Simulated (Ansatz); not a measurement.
# C2H7ClSi2: from a rough start to a minimum

Aim: relax C2H7ClSi2 from a cheap starting geometry, check the end point by its vibrations and derive ideal-gas thermochemistry.

The runs use Ansatz 0.2.0, Gaussian basis; RKS PBE0-D4/def2-TZVP.

The runs, in order: relaxation at PBE-D4/def2-SVP; relaxation at PBE0-D4/def2-TZVP; harmonic vibrations at the same level.

1 further run of the same task is left out (set aside as unsound or not needed).

**1. Starting geometry**

SMILES `C=C[SiH2][SiH2]Cl`, 12 atoms, charge 0, spin multiplicity 1.

Atoms are counted from 1 here; the program's logs count them from 0.

Bond lengths: C1–C2 1.320 Å, C1–H6 1.156 Å, C1–H7 1.074 Å, C2–Si3 1.815 Å, C2–H8 1.058 Å, Si3–Si4 2.282 Å, Si3–H9 1.465 Å, Si3–H10 1.540 Å, Si4–Cl5 2.113 Å, Si4–H11 1.546 Å, Si4–H12 1.439 Å. Angles: C2–C1–H6 117.6°, C2–C1–H7 127.2°, H6–C1–H7 115.0°, C1–C2–Si3 124.1°, C1–C2–H8 123.1°, Si3–C2–H8 112.8°, C2–Si3–Si4 114.2°, C2–Si3–H9 109.6°, C2–Si3–H10 108.6°, Si4–Si3–H9 111.1°, Si4–Si3–H10 108.0°, H9–Si3–H10 104.8°, Si3–Si4–Cl5 109.2°, Si3–Si4–H11 110.8°, Si3–Si4–H12 115.2°, Cl5–Si4–H11 103.4°, Cl5–Si4–H12 107.4°, H11–Si4–H12 110.1°.

Geometry (Å):

```mol
C2H7ClSi2
  3D, bonds by distance, orders not assigned

 12 11  0  0  0  0  0  0  0  0999 V2000
   -0.8840    1.7961    1.2522 C   0  0
   -0.7235    1.0988    0.1430 C   0  0
    0.8003    0.2124   -0.2898 Si  0  0
    0.5121   -2.0222   -0.6532 Si  0  0
   -0.9376   -2.2994   -2.1656 Cl  0  0
   -1.8876    2.3523    1.3940 H   0  0
   -0.1489    1.9852    2.0119 H   0  0
   -1.4704    1.0183   -0.6024 H   0  0
    1.4329    0.8575   -1.4426 H   0  0
    1.8109    0.3812    0.8602 H   0  0
   -0.1230   -2.7012    0.5821 H   0  0
    1.6959   -2.7342   -1.0557 H   0  0
  1  2  8  0
  2  3  8  0
  3  4  8  0
  4  5  8  0
  1  6  8  0
  1  7  8  0
  2  8  8  0
  3  9  8  0
  3 10  8  0
  4 11  8  0
  4 12  8  0
M  END
```

The start is a force-field geometry with small random shifts, so a cheaper pass at PBE-D4/def2-SVP comes first.

**2. Geometry optimisation, PBE-D4/def2-SVP (cheap first pass)**

The input, in.yaml:

```yaml
crystal:
  periodic: [false, false, false]
  atoms:
    - {symbol: C, position_ang: [-0.884000, 1.796100, 1.252200]}
    - {symbol: C, position_ang: [-0.723500, 1.098800, 0.143000]}
    - {symbol: Si, position_ang: [0.800300, 0.212400, -0.289800]}
    - {symbol: Si, position_ang: [0.512100, -2.022200, -0.653200]}
    - {symbol: Cl, position_ang: [-0.937600, -2.299400, -2.165600]}
    - {symbol: H, position_ang: [-1.887600, 2.352300, 1.394000]}
    - {symbol: H, position_ang: [-0.148900, 1.985200, 2.011900]}
    - {symbol: H, position_ang: [-1.470400, 1.018300, -0.602400]}
    - {symbol: H, position_ang: [1.432900, 0.857500, -1.442600]}
    - {symbol: H, position_ang: [1.810900, 0.381200, 0.860200]}
    - {symbol: H, position_ang: [-0.123000, -2.701200, 0.582100]}
    - {symbol: H, position_ang: [1.695900, -2.734200, -1.055700]}
basis:
  gaussian: {orbitals: def2-SVP}
hamiltonian: {xc: pbe, dispersion: d4}
relax: {f_tol: 0.03, max_steps: 200}
```

The log of the run, shortened:

```text
Functional definition: PBE
  name "PBE"
  cite "Perdew, Burke & Ernzerhof, Phys. Rev. Lett. 77, 3865 (1996) doi:10.1103/PhysRevLett.77.3865"
  parent pbe
[...]
1309 factors; their error is unknown
[...]
mean field -30439.15555419 eV, -1118.6183342159 hartree, gradient 3.7e-5 eV, S^2 0.000000; 0 other end points of the search recorded, 0 dependent functions left out
[...]
reference -30439.15559343 eV, -1118.6183356577 hartree; 32, 32 occupied and 85, 85 virtual orbitals, 1309 factors
relax step   1: F+E_penalty+E_count = -30439.46338954 eV  Δ(F+E_penalty+E_count) = +0.000e0 eV  max|allowed force component| = 2.819e0 eV/Å  Δτ_max = 0.0000 Å  (29 SCF iters, accepted)
[...]
relax step   3: F+E_penalty+E_count = -30439.76435061 eV  Δ(F+E_penalty+E_count) = -1.706e-2 eV  max|allowed force component| = 1.016e0 eV/Å  Δτ_max = 0.1369 Å  (29 SCF iters, accepted)
[...]
relax step   5: F+E_penalty+E_count = -30439.81541437 eV  Δ(F+E_penalty+E_count) = -5.399e-3 eV  max|allowed force component| = 1.711e-1 eV/Å  Δτ_max = 0.0683 Å  (30 SCF iters, accepted)
[...]
relax step   7: F+E_penalty+E_count = -30439.82034715 eV  Δ(F+E_penalty+E_count) = -7.180e-5 eV  max|allowed force component| = 6.574e-2 eV/Å  Δτ_max = 0.0640 Å  (30 SCF iters, accepted)
[...]
1309 factors; their error is unknown
[...]
mean field -30439.51453378 eV, -1118.6315264724 hartree, gradient 1.2e-5 eV, S^2 0.000000; 1 other end points of the search recorded, 0 dependent functions left out
[...]
reference -30439.51457292 eV, -1118.6315279109 hartree; 32, 32 occupied and 85, 85 virtual orbitals, 1309 factors
Total energy: -30439.82460144 eV, -1118.6429212487 hartree
Atom 0 at    -0.968095     1.777826     1.234520 Å, force     0.010037    -0.008387    -0.000612 eV/Å
Atom 1 at    -0.702686     1.109165     0.093848 Å, force    -0.013630     0.002188     0.002741 eV/Å
Atom 2 at     0.930859     0.262640    -0.278504 Å, force     0.003132     0.005636     0.002113 eV/Å
Atom 3 at     0.477371    -2.024265    -0.596988 Å, force    -0.004221     0.001816     0.001094 eV/Å
Atom 4 at    -1.015073    -2.076911    -2.074996 Å, force     0.005147    -0.005543     0.003640 eV/Å
Atom 5 at    -1.953171     2.238720     1.424705 Å, force     0.001646    -0.002650    -0.000457 eV/Å
Atom 6 at    -0.213197     1.896459     2.031706 Å, force    -0.005897     0.004048    -0.006895 eV/Å
Atom 7 at    -1.502733     1.012474    -0.664354 Å, force     0.011024     0.005145     0.002479 eV/Å
Atom 8 at     1.543429     0.777345    -1.556030 Å, force    -0.000204    -0.002422    -0.000428 eV/Å
Atom 9 at     1.898492     0.476370     0.857475 Å, force    -0.002998    -0.001695     0.001432 eV/Å
Atom 10 at    -0.071336    -2.675276     0.643657 Å, force     0.002573    -0.002474    -0.001131 eV/Å
Atom 11 at     1.653241    -2.829749    -1.080939 Å, force    -0.006609     0.004338    -0.003975 eV/Å
Dipole moment:     0.089543     0.149330     0.258098 e Å
```

Run time: 17 s. Hardware: 4 threads, shared host.

Step by step:

```csv
step,energy from step 1 (eV),largest force component (eV/Å)
1,0.0000,2.8190
2,-0.2839,1.0730
3,-0.3010,1.0160
4,-0.3466,0.1162
5,-0.3520,0.1711
6,-0.3569,0.0513
7,-0.3570,0.0657
8,-0.3595,0.0263
9,-0.3608,0.0295
10,-0.3610,0.0365
11,-0.3612,0.0136
```

The force was under the threshold of 0.03 eV/Å already at step 8, but the program went on to step 11.

Distances of close pairs at the start and the end, largest changes first:

```csv
bond,before (Å),after (Å),change (Å)
Si3–Si4,2.282,2.353,+0.071
Si4–H12,1.439,1.505,+0.066
C2–Si3,1.815,1.877,+0.062
C1–H6,1.156,1.104,-0.052
C2–H8,1.058,1.106,+0.048
Si3–H9,1.465,1.507,+0.043
Si4–H11,1.546,1.505,-0.041
Si3–H10,1.540,1.507,-0.033
```

**3. Optimising with PBE0-D4/def2-TZVP**

The input, in.yaml:

```yaml
crystal:
  periodic: [false, false, false]
  atoms:
    - {symbol: C, position_ang: [-0.968095, 1.777826, 1.234520]}
    - {symbol: C, position_ang: [-0.702686, 1.109165, 0.093848]}
    - {symbol: Si, position_ang: [0.930859, 0.262640, -0.278504]}
    - {symbol: Si, position_ang: [0.477371, -2.024265, -0.596988]}
    - {symbol: Cl, position_ang: [-1.015073, -2.076911, -2.074996]}
    - {symbol: H, position_ang: [-1.953171, 2.238720, 1.424705]}
    - {symbol: H, position_ang: [-0.213197, 1.896459, 2.031706]}
    - {symbol: H, position_ang: [-1.502733, 1.012474, -0.664354]}
    - {symbol: H, position_ang: [1.543429, 0.777345, -1.556030]}
    - {symbol: H, position_ang: [1.898492, 0.476370, 0.857475]}
    - {symbol: H, position_ang: [-0.071336, -2.675276, 0.643657]}
    - {symbol: H, position_ang: [1.653241, -2.829749, -1.080939]}
basis:
  gaussian: {orbitals: def2-TZVP}
hamiltonian: {xc: pbe0, dispersion: d4}
relax: {f_tol: 0.005, max_steps: 150}
```

The log of the run, shortened:

```text
Functional definition: PBE0
  name "PBE0"
  cite "Adamo & Barone, J. Chem. Phys. 110, 6158 (1999) doi:10.1063/1.478522"
  cite "Perdew, Burke & Ernzerhof, Phys. Rev. Lett. 77, 3865 (1996) doi:10.1103/PhysRevLett.77.3865"
  parent pbe
[...]
1472 factors; their error is unknown
[...]
mean field -30454.76834801 eV, -1119.1920938059 hartree, gradient 2.0e-5 eV, S^2 0.000000; 0 other end points of the search recorded, 0 dependent functions left out
[...]
reference -30454.76838557 eV, -1119.1920951863 hartree; 32, 32 occupied and 183, 183 virtual orbitals, 1472 factors
relax step   1: F+E_penalty+E_count = -30455.03522793 eV  Δ(F+E_penalty+E_count) = +0.000e0 eV  max|allowed force component| = 5.305e-1 eV/Å  Δτ_max = 0.0000 Å  (28 SCF iters, accepted)
[...]
Atom 2 at     0.890147     0.269143    -0.295268 Å, force    -0.000632    -0.000122    -0.000710 eV/Å
Atom 3 at     0.468393    -2.015188    -0.593542 Å, force    -0.000653     0.000209    -0.000110 eV/Å
Atom 4 at    -0.977506    -2.200304    -2.062905 Å, force     0.000825    -0.000128     0.000298 eV/Å
Atom 5 at    -1.898941     2.244033     1.439615 Å, force     0.000049    -0.000508     0.000223 eV/Å
Atom 6 at    -0.212118     1.792221     2.031829 Å, force    -0.000584     0.000019     0.000552 eV/Å
Atom 7 at    -1.484967     1.141823    -0.681129 Å, force    -0.001342     0.000524     0.000603 eV/Å
Atom 8 at     1.511695     0.779239    -1.548638 Å, force    -0.000442     0.000086     0.000382 eV/Å
Atom 9 at     1.839441     0.458045     0.837170 Å, force     0.000067    -0.000079     0.000166 eV/Å
Atom 10 at    -0.066932    -2.651678     0.637243 Å, force     0.000070     0.000152    -0.000110 eV/Å
Atom 11 at     1.662731    -2.775788    -1.043763 Å, force    -0.000288     0.000088    -0.000032 eV/Å
Dipole moment:     0.071885     0.197076     0.263567 e Å
```

Wall time 62 s (4 threads, shared host); peak memory 0.65 GiB.

Step by step:

| step | energy from step 1 (eV) | largest force component (eV/Å) |
| --- | --- | --- |
| 1 | 0.0000 | 0.5305 |
| 2 | -0.0502 | 0.1511 |
| 3 | -0.0535 | 0.0963 |
| 4 | -0.0560 | 0.0531 |
| 5 | -0.0567 | 0.0181 |
| 6 | -0.0574 | 0.0210 |
| 7 | -0.0576 | 0.0159 |
| 8 | -0.0576 | 0.0073 |
| 9 | -0.0576 | 0.0054 |
| 10 | -0.0576 | 0.0029 |
| 11 | -0.0576 | 0.0068 |
| 12 | -0.0576 | 0.0056 |
| 13 | -0.0577 | 0.0030 |

The force was under the threshold of 0.005 eV/Å already at step 10, but the program went on to step 13.

Distances of close pairs at the start and the end, largest changes first:

```csv
bond,before (Å),after (Å),change (Å)
Si4–Cl5,2.101,2.070,-0.031
Si4–H12,1.505,1.486,-0.019
Si4–H11,1.505,1.485,-0.019
C2–Si3,1.877,1.859,-0.019
Si3–H9,1.507,1.489,-0.018
C1–C2,1.349,1.330,-0.018
C1–H7,1.104,1.086,-0.018
C2–H8,1.106,1.089,-0.018
```

Mulliken charges of the relaxed molecule (report file):

```
atom  value (e)
  C1      -0.24
  C2      -0.23
 Si3       0.13
 Si4       0.24
 Cl5      -0.26
  H6       0.13
  H7       0.13
  H8       0.13
  H9      -0.01
 H10      -0.02
 H11      -0.01
 H12      -0.01
```

**4. Harmonic vibrations**

The input, in.yaml:

```yaml
crystal:
  periodic: [false, false, false]
  atoms:
    - {symbol: C, position_ang: [-0.950390, 1.755099, 1.235733]}
    - {symbol: C, position_ang: [-0.704451, 1.148151, 0.077754]}
    - {symbol: Si, position_ang: [0.890147, 0.269143, -0.295268]}
    - {symbol: Si, position_ang: [0.468393, -2.015188, -0.593542]}
    - {symbol: Cl, position_ang: [-0.977506, -2.200304, -2.062905]}
    - {symbol: H, position_ang: [-1.898941, 2.244033, 1.439615]}
    - {symbol: H, position_ang: [-0.212118, 1.792221, 2.031829]}
    - {symbol: H, position_ang: [-1.484967, 1.141823, -0.681129]}
    - {symbol: H, position_ang: [1.511695, 0.779239, -1.548638]}
    - {symbol: H, position_ang: [1.839441, 0.458045, 0.837170]}
    - {symbol: H, position_ang: [-0.066932, -2.651678, 0.637243]}
    - {symbol: H, position_ang: [1.662731, -2.775788, -1.043763]}
basis:
  gaussian: {orbitals: def2-TZVP}
hamiltonian: {xc: pbe0, dispersion: d4}
phonons: {temperatures: {t_min: 298.15, t_max: 900, t_step: 200}}
```

The log of the run, shortened:

```text
Functional definition: PBE0
  name "PBE0"
  cite "Adamo & Barone, J. Chem. Phys. 110, 6158 (1999) doi:10.1063/1.478522"
  cite "Perdew, Burke & Ernzerhof, Phys. Rev. Lett. 77, 3865 (1996) doi:10.1103/PhysRevLett.77.3865"
  parent pbe
[...]
1472 factors; their error is unknown
[...]
mean field -30454.82676528 eV, -1119.1942406012 hartree, gradient 1.9e-5 eV, S^2 0.000000; 0 other end points of the search recorded, 0 dependent functions left out
[...]
reference -30454.82680273 eV, -1119.1942419774 hartree; 32, 32 occupied and 183, 183 virtual orbitals, 1472 factors
[...]
1472 factors; their error is unknown
mean field -30454.82657714 eV, -1119.1942336870 hartree, gradient 1.8e-6 eV, S^2 0.000000; 0 other end points of the search recorded, 0 dependent functions left out
[...]
reference -30454.82661459 eV, -1119.1942350632 hartree; 32, 32 occupied and 183, 183 virtual orbitals, 1472 factors
[...]
Atom 5 at    -1.898941     2.244033     1.439615 Å, force     0.000057    -0.000514     0.000222 eV/Å
Atom 6 at    -0.212118     1.792221     2.031829 Å, force    -0.000587     0.000021     0.000547 eV/Å
Atom 7 at    -1.484967     1.141823    -0.681129 Å, force    -0.001326     0.000521     0.000608 eV/Å
Atom 8 at     1.511695     0.779239    -1.548638 Å, force    -0.000440     0.000091     0.000370 eV/Å
Atom 9 at     1.839441     0.458045     0.837170 Å, force     0.000071    -0.000079     0.000162 eV/Å
Atom 10 at    -0.066932    -2.651678     0.637243 Å, force     0.000070     0.000150    -0.000109 eV/Å
Atom 11 at     1.662731    -2.775788    -1.043763 Å, force    -0.000281     0.000083    -0.000036 eV/Å
Dipole moment:     0.071884     0.197075     0.263565 e Å
Vibrations: 38.18 70.23 91.98 174.95 264.75 403.07 410.20 475.73 542.37 564.86 670.91 686.54 731.18 776.11 828.46 914.68 938.96 1000.43 1025.46 1045.21 1289.66 1440.60 1667.75 2203.86 2213.68 2221.67 2231.81 3132.31 3148.53 3216.43 cm⁻¹, zero-point energy 2.133802 eV
```

It took 3.7 min on 4 threads, shared host; peak memory 0.66 GiB.

Motions are named by where the mode's potential energy lies. Wavenumbers, unscaled:

```csv
mode,cm⁻¹,motion
1,38,torsion
2,70,torsion
3,92,bend
4,175,bend
5,265,bend
6,403,bend with torsion
7,410,Si–Si stretch
8,476,torsion
9,542,Si–Cl stretch
10,565,torsion with bend
11,671,Si–C stretch with bend
12,687,bend
13,731,bend with Si–C stretch
14,776,bend with torsion
15,828,bend with torsion
16,915,torsion with bend
17,939,bend with torsion
18,1000,torsion with out-of-plane bend
19,1025,bend
20,1045,torsion
21,1290,bend
22,1441,bend
23,1668,C–C stretch
24,2204,Si–H stretch
25,2214,Si–H stretch
26,2222,Si–H stretch
27,2232,Si–H stretch
28,3132,C–H stretch
29,3149,C–H stretch
30,3216,C–H stretch
```

From these modes and the moments of inertia (298.15 K, 1 bar, symmetry number 1):

```csv
term,value
zero-point energy,205.9 kJ/mol
H(298) − E,230.0 kJ/mol
"entropy, translation",168.8 J/(mol K)
"entropy, rotation",119.7 J/(mol K)
"entropy, vibration",95.0 J/(mol K)
"entropy, total",383.5 J/(mol K)
```

**5. What came out**

| quantity | value |
| --- | --- |
| point group | C1 |
| steps | 11 + 13 |
| shift from the start (rms) | 0.120 Å |
| total energy | -30455.0929 eV |
| dispersion term | -266 meV |
| dipole moment | 1.62 D |
| lowest, highest wavenumber | 38, 3216 cm⁻¹ |
| zero-point energy | 205.9 kJ/mol |
| entropy at 298.15 K | 383.5 J/(mol K) |

In words: The relaxed geometry lies 0.12 Å (rms) from the start; the bond that changed most is C1–H6, from 1.156 to 1.086 Å. No mode is imaginary: a true minimum at this level. The stiffest mode, 3216 cm⁻¹, is a C–H stretch, and 4 modes under 200 cm⁻¹ make the vibrational entropy uncertain. Harmonic hybrid wavenumbers usually lie a few per cent above measured fundamentals. The largest Mulliken charge, -0.26 e, sits on Cl5.
